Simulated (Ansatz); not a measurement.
# C3H6BN: rotation by 120° about the B1–C2 bond

Wanted: the energy profile along the rotation by 120° about the B1–C2 bond, from relaxed end points and a band of images. SMILES of the start: BCN=C=C.

All numbers below are computed with Ansatz 0.2.0 (RKS B3LYP-D4/6-31G*).

## (1) The structure to begin with

Bond lengths: B1–C2 1.527 Å, C2–N3 1.442 Å, N3–C4 1.278 Å, C4–C5 1.313 Å, B1–H6 1.213 Å, B1–H7 1.220 Å, C2–H8 1.084 Å, C2–H9 1.154 Å, C5–H10 1.058 Å, C5–H11 1.054 Å. Angles: B1–C2–N3 110.3°, B1–C2–H8 111.5°, B1–C2–H9 107.4°, N3–C2–H8 108.4°, N3–C2–H9 109.4°, H8–C2–H9 109.7°, C2–B1–H6 123.1°, C2–B1–H7 122.4°, H6–B1–H7 114.5°, C2–N3–C4 127.5°, N3–C4–C5 171.8°, C4–C5–H10 121.1°, C4–C5–H11 115.3°, H10–C5–H11 123.6°.

As a file:

```xyz
11

B    -1.3844    0.6500    0.9438
C    -0.2494   -0.3234    1.2543
N     0.9457    0.0571    0.5420
C     1.1877   -0.0871   -0.7049
C     1.2524   -0.2614   -2.0047
H    -2.4898    0.5579    1.4357
H    -1.2435    1.5978    0.1880
H    -0.5068   -1.3377    0.9727
H    -0.0521   -0.2729    2.3900
H     0.3894   -0.1815   -2.6110
H     2.2163   -0.4559   -2.3853
```

## (2) Relaxing end A

Contents of input.yaml:

```yaml
crystal:
  periodic: [false, false, false]
  atoms:
    - { symbol: B, position_ang: [-1.3844, 0.65, 0.9438] }
    - { symbol: C, position_ang: [-0.2494, -0.3234, 1.2543] }
    - { symbol: "N", position_ang: [0.9457, 0.0571, 0.542] }
    - { symbol: C, position_ang: [1.1877, -0.0871, -0.7049] }
    - { symbol: C, position_ang: [1.2524, -0.2614, -2.0047] }
    - { symbol: H, position_ang: [-2.4898, 0.5579, 1.4357] }
    - { symbol: H, position_ang: [-1.2435, 1.5978, 0.188] }
    - { symbol: H, position_ang: [-0.5068, -1.3377, 0.9727] }
    - { symbol: H, position_ang: [-0.0521, -0.2729, 2.39] }
    - { symbol: H, position_ang: [0.3894, -0.1815, -2.611] }
    - { symbol: H, position_ang: [2.2163, -0.4559, -2.3853] }
basis:
  gaussian: { orbitals: "6-31G*" }
hamiltonian:
  xc: b3lyp
  dispersion: d4
relax:
  f_tol: 0.015
  max_steps: 40
```

Launch:

```sh
> ansatz run input.yaml --threads 1 --pin off --max-ram 2048MiB --backend cpu --events-out ev --progress --plain --runs-dir out
```

Standard output, cut to the lines that bear on the results:

```text
Warning: RAYON_NUM_THREADS=1 ignored (pool sized by the plan → 1); use --threads N
[...]
Functional definition: B3LYP
[...]
1018 factors; integrals over basis functions are off by at most 4.6e-4 eV
[...]
mean field -5371.84737247 eV, -197.4117497693 hartree, gradient 3.3e-5 eV, S^2 0.000000; 0 other end points of the search recorded, 0 dependent functions left out
[...]
reference -5371.84759349 eV, -197.4117578917 hartree; 18, 18 occupied and 69, 69 virtual orbitals, 1018 factors
relax step   1: F+E_penalty+E_count = -5372.14840679 eV  Δ(F+E_penalty+E_count) = +0.000e0 eV  max|allowed force component| = 5.205e0 eV/Å  Δτ_max = 0.0000 Å  (28 SCF iters, accepted)
[...]
relax step   4: F+E_penalty+E_count = -5373.13326152 eV  Δ(F+E_penalty+E_count) = -1.202e-1 eV  max|allowed force component| = 4.947e-1 eV/Å  Δτ_max = 0.2000 Å  (30 SCF iters, accepted)
[...]
relax step   7: F+E_penalty+E_count = -5373.22583663 eV  Δ(F+E_penalty+E_count) = -5.486e-4 eV  max|allowed force component| = 3.883e-1 eV/Å  Δτ_max = 0.1367 Å  (29 SCF iters, accepted)
[...]
relax step  10: F+E_penalty+E_count = -5373.24261983 eV  Δ(F+E_penalty+E_count) = -2.042e-3 eV  max|allowed force component| = 3.973e-1 eV/Å  Δτ_max = 0.1000 Å  (29 SCF iters, accepted)
[...]
relax step  12: F+E_penalty+E_count = -5373.24928903 eV  Δ(F+E_penalty+E_count) = -4.826e-4 eV  max|allowed force component| = 2.957e-2 eV/Å  Δτ_max = 0.0198 Å  (29 SCF iters, accepted)
[...]
relax step  13: F+E_penalty+E_count = -5373.24960934 eV  Δ(F+E_penalty+E_count) = -3.203e-4 eV  max|allowed force component| = 4.378e-2 eV/Å  Δτ_max = 0.0237 Å  (31 SCF iters, accepted)
[...]
1018 factors; integrals over basis functions are off by at most 3.8e-4 eV
mean field -5372.95847445 eV, -197.4525820140 hartree, gradient 1.1e-5 eV, S^2 0.000000; 0 other end points of the search recorded, 0 dependent functions left out
[...]
reference -5372.95870130 eV, -197.4525903504 hartree; 18, 18 occupied and 69, 69 virtual orbitals, 1018 factors
```

## (3) The output, continued: end point A relaxed

The log, continued:

```text
relax step  14: F+E_penalty+E_count = -5373.24982846 eV  Δ(F+E_penalty+E_count) = -2.191e-4 eV  max|allowed force component| = 4.026e-2 eV/Å  Δτ_max = 0.0058 Å  (24 SCF iters, accepted)
these checks for a lower state are left out or cut short: starts, cluster_reference, orbital_swaps, neighbouring_geometries, increment
1018 factors; integrals over basis functions are off by at most 3.8e-4 eV
mean field -5372.95921073 eV, -197.4526090719 hartree, gradient 1.7e-5 eV, S^2 0.000000; 0 other end points of the search recorded, 0 dependent functions left out
the calculation of the forces begins
reference -5372.95943784 eV, -197.4526174178 hartree; 18, 18 occupied and 69, 69 virtual orbitals, 1018 factors
relax step  15: F+E_penalty+E_count = -5373.25020876 eV  Δ(F+E_penalty+E_count) = -3.803e-4 eV  max|allowed force component| = 5.590e-2 eV/Å  Δτ_max = 0.0213 Å  (30 SCF iters, accepted)
these checks for a lower state are left out or cut short: starts, cluster_reference, orbital_swaps, neighbouring_geometries, increment
1018 factors; integrals over basis functions are off by at most 3.7e-4 eV
mean field -5372.95974216 eV, -197.4526286015 hartree, gradient 1.7e-5 eV, S^2 0.000000; 0 other end points of the search recorded, 0 dependent functions left out
the calculation of the forces begins
reference -5372.95996942 eV, -197.4526369530 hartree; 18, 18 occupied and 69, 69 virtual orbitals, 1018 factors
relax step  16: F+E_penalty+E_count = -5373.25042854 eV  Δ(F+E_penalty+E_count) = -2.198e-4 eV  max|allowed force component| = 4.751e-2 eV/Å  Δτ_max = 0.0256 Å  (30 SCF iters, accepted)
these checks for a lower state are left out or cut short: starts, cluster_reference, orbital_swaps, neighbouring_geometries, increment
1018 factors; integrals over basis functions are off by at most 3.7e-4 eV
mean field evaluation 128: about -5372.9605 eV, gradient 1.7e-5 eV
mean field -5372.96053137 eV, -197.4526576042 hartree, gradient 1.7e-5 eV, S^2 0.000000; 0 other end points of the search recorded, 0 dependent functions left out
the calculation of the forces begins
reference -5372.96075865 eV, -197.4526659569 hartree; 18, 18 occupied and 69, 69 virtual orbitals, 1018 factors
relax step  17: F+E_penalty+E_count = -5373.25062292 eV  Δ(F+E_penalty+E_count) = -1.944e-4 eV  max|allowed force component| = 4.877e-2 eV/Å  Δτ_max = 0.0557 Å  (30 SCF iters, accepted)
these checks for a lower state are left out or cut short: starts, cluster_reference, orbital_swaps, neighbouring_geometries, increment
1018 factors; integrals over basis functions are off by at most 3.7e-4 eV
mean field -5372.96073114 eV, -197.4526649458 hartree, gradient 1.0e-5 eV, S^2 0.000000; 0 other end points of the search recorded, 0 dependent functions left out
the calculation of the forces begins
reference -5372.96095838 eV, -197.4526732968 hartree; 18, 18 occupied and 69, 69 virtual orbitals, 1018 factors
relax step  18: F+E_penalty+E_count = -5373.25080808 eV  Δ(F+E_penalty+E_count) = -1.852e-4 eV  max|allowed force component| = 4.387e-2 eV/Å  Δτ_max = 0.0085 Å  (24 SCF iters, accepted)
these checks for a lower state are left out or cut short: starts, cluster_reference, orbital_swaps, neighbouring_geometries, increment
1018 factors; integrals over basis functions are off by at most 3.7e-4 eV
mean field -5372.96073997 eV, -197.4526652704 hartree, gradient 1.3e-5 eV, S^2 0.000000; 0 other end points of the search recorded, 0 dependent functions left out
the calculation of the forces begins
reference -5372.96096713 eV, -197.4526736184 hartree; 18, 18 occupied and 69, 69 virtual orbitals, 1018 factors
relax step  19: F+E_penalty+E_count = -5373.25097695 eV  Δ(F+E_penalty+E_count) = -1.689e-4 eV  max|allowed force component| = 3.067e-2 eV/Å  Δτ_max = 0.0063 Å  (24 SCF iters, accepted)
these checks for a lower state are left out or cut short: starts, cluster_reference, orbital_swaps, neighbouring_geometries, increment
1018 factors; integrals over basis functions are off by at most 3.7e-4 eV
mean field -5372.96092453 eV, -197.4526720529 hartree, gradient 1.7e-5 eV, S^2 0.000000; 0 other end points of the search recorded, 0 dependent functions left out
the calculation of the forces begins
reference -5372.96115152 eV, -197.4526803947 hartree; 18, 18 occupied and 69, 69 virtual orbitals, 1018 factors
relax step  20: F+E_penalty+E_count = -5373.25119107 eV  Δ(F+E_penalty+E_count) = -2.141e-4 eV  max|allowed force component| = 2.669e-2 eV/Å  Δτ_max = 0.0208 Å  (24 SCF iters, accepted)
these checks for a lower state are left out or cut short: starts, cluster_reference, orbital_swaps, neighbouring_geometries, increment
1018 factors; integrals over basis functions are off by at most 3.7e-4 eV
mean field -5372.96112005 eV, -197.4526792380 hartree, gradient 1.7e-5 eV, S^2 0.000000; 0 other end points of the search recorded, 0 dependent functions left out
the calculation of the forces begins
reference -5372.96134690 eV, -197.4526875746 hartree; 18, 18 occupied and 69, 69 virtual orbitals, 1018 factors
relax step  21: F+E_penalty+E_count = -5373.25130797 eV  Δ(F+E_penalty+E_count) = -1.169e-4 eV  max|allowed force component| = 3.086e-2 eV/Å  Δτ_max = 0.0281 Å  (30 SCF iters, accepted)
these checks for a lower state are left out or cut short: starts, cluster_reference, orbital_swaps, neighbouring_geometries, increment
1018 factors; integrals over basis functions are off by at most 3.7e-4 eV
mean field evaluation 160: about -5372.9612 eV, gradient 1.7e-5 eV
mean field -5372.96123421 eV, -197.4526834331 hartree, gradient 1.7e-5 eV, S^2 0.000000; 0 other end points of the search recorded, 0 dependent functions left out
the calculation of the forces begins
reference -5372.96146095 eV, -197.4526917659 hartree; 18, 18 occupied and 69, 69 virtual orbitals, 1018 factors
relax step  22: F+E_penalty+E_count = -5373.25134011 eV  Δ(F+E_penalty+E_count) = -3.213e-5 eV  max|allowed force component| = 2.839e-2 eV/Å  Δτ_max = 0.0232 Å  (30 SCF iters, accepted)
these checks for a lower state are left out or cut short: starts, cluster_reference, orbital_swaps, neighbouring_geometries, increment
1018 factors; integrals over basis functions are off by at most 3.7e-4 eV
mean field -5372.96135009 eV, -197.4526876918 hartree, gradient 1.9e-5 eV, S^2 0.000000; 0 other end points of the search recorded, 0 dependent functions left out
the calculation of the forces begins
reference -5372.96157683 eV, -197.4526960243 hartree; 18, 18 occupied and 69, 69 virtual orbitals, 1018 factors
relax step  23: F+E_penalty+E_count = -5373.25140961 eV  Δ(F+E_penalty+E_count) = -6.951e-5 eV  max|allowed force component| = 2.231e-2 eV/Å  Δτ_max = 0.0069 Å  (23 SCF iters, accepted)
these checks for a lower state are left out or cut short: starts, cluster_reference, orbital_swaps, neighbouring_geometries, increment
1018 factors; integrals over basis functions are off by at most 3.7e-4 eV
mean field -5372.96139021 eV, -197.4526891660 hartree, gradient 3.8e-5 eV, S^2 0.000000; 0 other end points of the search recorded, 0 dependent functions left out
the calculation of the forces begins
reference -5372.96161696 eV, -197.4526974990 hartree; 18, 18 occupied and 69, 69 virtual orbitals, 1018 factors
relax step  24: F+E_penalty+E_count = -5373.25142517 eV  Δ(F+E_penalty+E_count) = -1.556e-5 eV  max|allowed force component| = 1.369e-2 eV/Å  Δτ_max = 0.0019 Å  (20 SCF iters, accepted)
1018 factors; integrals over basis functions are off by at most 3.7e-4 eV
mean field -5372.96139021 eV, -197.4526891660 hartree, gradient 3.8e-5 eV, S^2 0.000000; 1 other end points of the search recorded, 0 dependent functions left out
the calculation of the forces begins
reference -5372.96161696 eV, -197.4526974990 hartree; 18, 18 occupied and 69, 69 virtual orbitals, 1018 factors
Total energy: -5373.25165192 eV, -197.4633560873 hartree
Atom 0 at    -1.585404     0.703208     1.233297 Å, force    -0.004248     0.013689     0.001203 eV/Å
Atom 1 at    -0.301768    -0.173692     1.062765 Å, force    -0.003670    -0.000687     0.005353 eV/Å
Atom 2 at     0.763236     0.421787     0.252802 Å, force    -0.000318    -0.008115    -0.004576 eV/Å
Atom 3 at     1.079375    -0.006205    -0.849007 Å, force     0.002822     0.012961     0.007388 eV/Å
Atom 4 at     1.477559    -0.402901    -2.038280 Å, force    -0.002151    -0.002138     0.001335 eV/Å
Atom 5 at    -2.488561     0.246535     1.871627 Å, force     0.002460     0.001314    -0.003978 eV/Å
Atom 6 at    -1.678663     1.797974     0.766427 Å, force     0.000522    -0.013230     0.004529 eV/Å
Atom 7 at    -0.584388    -1.182928     0.714957 Å, force     0.001636    -0.001517    -0.002340 eV/Å
Atom 8 at     0.090498    -0.325399     2.083440 Å, force     0.001101     0.001587    -0.002998 eV/Å
Atom 9 at     1.010349    -0.013897    -2.936474 Å, force    -0.000877    -0.000224    -0.004055 eV/Å
Atom 10 at     2.283268    -1.121581    -2.140953 Å, force     0.002723    -0.003641    -0.001860 eV/Å
Dipole moment:    -0.153023    -0.261470     0.050713 e Å
```

Wall time 51 s (1 thread of Intel Xeon 6975P-C (Granite Rapids), shared host); peak memory 0.19 GiB.

Step by step:

```csv
step,energy from step 1 (eV),largest force component (eV/Å)
1,0.0000,5.2051
2,-0.6640,1.0784
3,-0.8646,0.8685
4,-0.9849,0.4947
5,-1.0365,0.6914
6,-1.0769,0.4931
7,-1.0774,0.3883
8x,-1.0695,0.4181
9,-1.0922,0.4071
10,-1.0942,0.3973
11,-1.1004,0.0789
12,-1.1009,0.0296
13,-1.1012,0.0438
14,-1.1014,0.0403
15,-1.1018,0.0559
16,-1.1020,0.0475
17,-1.1022,0.0488
18,-1.1024,0.0439
19,-1.1026,0.0307
20,-1.1028,0.0267
21,-1.1029,0.0309
22,-1.1029,0.0284
23,-1.1030,0.0223
24,-1.1030,0.0137
```

Step 1 is the start. 1 step was tried and not accepted (marked x).

After: Bond lengths: B1–C2 1.564 Å, C2–N3 1.465 Å, N3–C4 1.224 Å, C4–C5 1.315 Å, B1–H6 1.197 Å, B1–H7 1.194 Å, C2–H8 1.104 Å, C2–H9 1.104 Å, C5–H10 1.085 Å, C5–H11 1.085 Å. Angles: B1–C2–N3 115.4°, B1–C2–H8 109.7°, B1–C2–H9 105.5°, N3–C2–H8 112.6°, N3–C2–H9 108.0°, H8–C2–H9 104.9°, C2–B1–H6 117.6°, C2–B1–H7 122.4°, H6–B1–H7 120.0°, C2–N3–C4 122.9°, N3–C4–C5 176.2°, C4–C5–H10 120.7°, C4–C5–H11 120.7°, H10–C5–H11 118.6°.

## (4) Relaxing end B

The second end starts from a geometry with the move made by hand.

Contents of input.yaml:

```yaml
crystal:
  periodic: [false, false, false]
  atoms:
    - { symbol: B, position_ang: [-1.3844, 0.65, 0.9438] }
    - { symbol: C, position_ang: [-0.2494, -0.3234, 1.2543] }
    - { symbol: "N", position_ang: [0.03763, -0.32362, 2.66782] }
    - { symbol: C, position_ang: [0.65066, 0.5762, 3.3376] }
    - { symbol: C, position_ang: [1.24934, 1.61184, 3.87898] }
    - { symbol: H, position_ang: [-2.4898, 0.5579, 1.4357] }
    - { symbol: H, position_ang: [-1.2435, 1.5978, 0.188] }
    - { symbol: H, position_ang: [0.657, -0.06081, 0.72153] }
    - { symbol: H, position_ang: [-0.59884, -1.3751, 0.93319] }
    - { symbol: H, position_ang: [1.09219, 2.58998, 3.50843] }
    - { symbol: H, position_ang: [1.86233, 1.3943, 4.70887] }
basis:
  gaussian: { orbitals: "6-31G*" }
hamiltonian:
  xc: b3lyp
  dispersion: d4
relax:
  f_tol: 0.015
  max_steps: 40
```

Launch:

```sh
> ansatz run input.yaml --threads 1 --pin off --max-ram 2048MiB --backend cpu --events-out ev --progress --plain --runs-dir out
```

Standard output, cut to the lines that bear on the results:

```text
Warning: RAYON_NUM_THREADS=1 ignored (pool sized by the plan → 1); use --threads N
[...]
[... 1 set-up line as earlier in the session ...]
[...]
1016 factors; integrals over basis functions are off by at most 3.9e-4 eV
[...]
mean field -5371.74991921 eV, -197.4081684282 hartree, gradient 3.5e-5 eV, S^2 0.000000; 0 other end points of the search recorded, 0 dependent functions left out
[...]
reference -5371.75014347 eV, -197.4081766695 hartree; 18, 18 occupied and 69, 69 virtual orbitals, 1016 factors
relax step   1: F+E_penalty+E_count = -5372.04911846 eV  Δ(F+E_penalty+E_count) = +0.000e0 eV  max|allowed force component| = 3.934e0 eV/Å  Δτ_max = 0.0000 Å  (28 SCF iters, accepted)
[...]
relax step   4: F+E_penalty+E_count = -5373.06442699 eV  Δ(F+E_penalty+E_count) = -6.527e-2 eV  max|allowed force component| = 4.048e-1 eV/Å  Δτ_max = 0.2000 Å  (30 SCF iters, accepted)
[...]
relax step   7: F+E_penalty+E_count = -5373.11539120 eV  Δ(F+E_penalty+E_count) = -1.448e-2 eV  max|allowed force component| = 2.891e-1 eV/Å  Δτ_max = 0.2000 Å  (29 SCF iters, accepted)
[...]
relax step  10: F+E_penalty+E_count = -5373.17751390 eV  Δ(F+E_penalty+E_count) = -1.161e-2 eV  max|allowed force component| = 6.823e-1 eV/Å  Δτ_max = 0.1964 Å  (29 SCF iters, accepted)
[...]
relax step  12: F+E_penalty+E_count = -5373.23631354 eV  Δ(F+E_penalty+E_count) = -4.246e-2 eV  max|allowed force component| = 2.223e-1 eV/Å  Δτ_max = 0.2000 Å  (29 SCF iters, accepted)
[...]
relax step  13: F+E_penalty+E_count = -5373.24638055 eV  Δ(F+E_penalty+E_count) = -1.007e-2 eV  max|allowed force component| = 2.756e-1 eV/Å  Δτ_max = 0.2000 Å  (29 SCF iters, accepted)
[...]
1016 factors; integrals over basis functions are off by at most 4.9e-4 eV
mean field -5372.94834216 eV, -197.4522096591 hartree, gradient 1.2e-5 eV, S^2 0.000000; 0 other end points of the search recorded, 0 dependent functions left out
[...]
reference -5372.94856940 eV, -197.4522180102 hartree; 18, 18 occupied and 69, 69 virtual orbitals, 1016 factors
```

## (5) The log goes on: end point B relaxed

The log, continued, cut to the lines that bear on the results:

```text
relax step  14: F+E_penalty+E_count = -5373.23820466 eV  Δ(F+E_penalty+E_count) = +8.176e-3 eV  max|allowed force component| = 2.317e-1 eV/Å  Δτ_max = 0.1759 Å  (30 SCF iters, rejected (line search))
[...]
relax step  16: F+E_penalty+E_count = -5373.24989057 eV  Δ(F+E_penalty+E_count) = -1.739e-3 eV  max|allowed force component| = 7.854e-2 eV/Å  Δτ_max = 0.0269 Å  (29 SCF iters, accepted)
[...]
relax step  18: F+E_penalty+E_count = -5373.24968800 eV  Δ(F+E_penalty+E_count) = +3.705e-4 eV  max|allowed force component| = 9.009e-2 eV/Å  Δτ_max = 0.0423 Å  (31 SCF iters, rejected (line search))
[...]
relax step  20: F+E_penalty+E_count = -5373.25136714 eV  Δ(F+E_penalty+E_count) = -6.920e-5 eV  max|allowed force component| = 2.164e-2 eV/Å  Δτ_max = 0.0158 Å  (24 SCF iters, accepted)
[...]
Atom 1 at    -0.277325    -0.067206     1.309219 Å, force    -0.005495    -0.010977    -0.005142 eV/Å
Atom 2 at    -0.219508     0.007828     2.770768 Å, force    -0.004885    -0.004859    -0.001285 eV/Å
Atom 3 at     0.571469     0.724428     3.368675 Å, force     0.008009     0.008970     0.000076 eV/Å
Atom 4 at     1.389542     1.467961     4.081717 Å, force     0.001480    -0.002783     0.002073 eV/Å
Atom 5 at    -2.474900     0.951432     1.307448 Å, force    -0.001333     0.000419    -0.000130 eV/Å
Atom 6 at    -1.649728     0.501660    -0.536269 Å, force    -0.000351     0.000238     0.000996 eV/Å
Atom 7 at     0.616472     0.366006     0.827075 Å, force    -0.001510     0.000963     0.000831 eV/Å
Atom 8 at    -0.264931    -1.133858     1.023307 Å, force     0.002434     0.004298     0.001193 eV/Å
Atom 9 at     1.119233     2.481800     4.356619 Å, force    -0.000839     0.000697     0.000107 eV/Å
Atom 10 at     2.346215     1.077734     4.412096 Å, force    -0.002339     0.000521    -0.000112 eV/Å
Dipole moment:     0.167417     0.039534    -0.254601 e Å
```

It took 49 s on 1 thread of Intel Xeon 6975P-C (Granite Rapids), shared host; peak memory 0.19 GiB.

Step by step:

| step | energy from step 1 (eV) | largest force component (eV/Å) |
| --- | --- | --- |
| 1 | 0.0000 | 3.9339 |
| 2 | -0.7519 | 1.1424 |
| 3 | -0.9500 | 0.7366 |
| 4 | -1.0153 | 0.4048 |
| 5 | -1.0304 | 0.4750 |
| 6 | -1.0518 | 0.3034 |
| 7 | -1.0663 | 0.2891 |
| 8 | -1.0864 | 0.2705 |
| 9 | -1.1168 | 0.3453 |
| 10 | -1.1284 | 0.6823 |
| 11 | -1.1447 | 0.6698 |
| 12 | -1.1872 | 0.2223 |
| 13 | -1.1973 | 0.2756 |
| 14x | -1.1891 | 0.2317 |
| 15 | -1.1990 | 0.2128 |
| 16 | -1.2008 | 0.0785 |
| 17 | -1.2009 | 0.2079 |
| 18x | -1.2006 | 0.0901 |
| 19 | -1.2022 | 0.0268 |
| 20 | -1.2022 | 0.0216 |
| 21 | -1.2023 | 0.0228 |
| 22 | -1.2023 | 0.0110 |

Step 1 is the start. 2 steps were tried and not accepted (marked x).

After: Bond lengths: B1–C2 1.564 Å, C2–N3 1.465 Å, N3–C4 1.223 Å, C4–C5 1.315 Å, B1–H6 1.193 Å, B1–H7 1.196 Å, C2–H8 1.104 Å, C2–H9 1.104 Å, C5–H10 1.085 Å, C5–H11 1.085 Å. Angles: B1–C2–N3 115.4°, B1–C2–H8 110.0°, B1–C2–H9 105.2°, N3–C2–H8 112.6°, N3–C2–H9 107.9°, H8–C2–H9 104.9°, C2–B1–H6 122.4°, C2–B1–H7 117.6°, H6–B1–H7 120.0°, C2–N3–C4 122.9°, N3–C4–C5 176.4°, C4–C5–H10 120.7°, C4–C5–H11 120.7°, H10–C5–H11 118.6°.

(Part 1 of 2 ends here.)
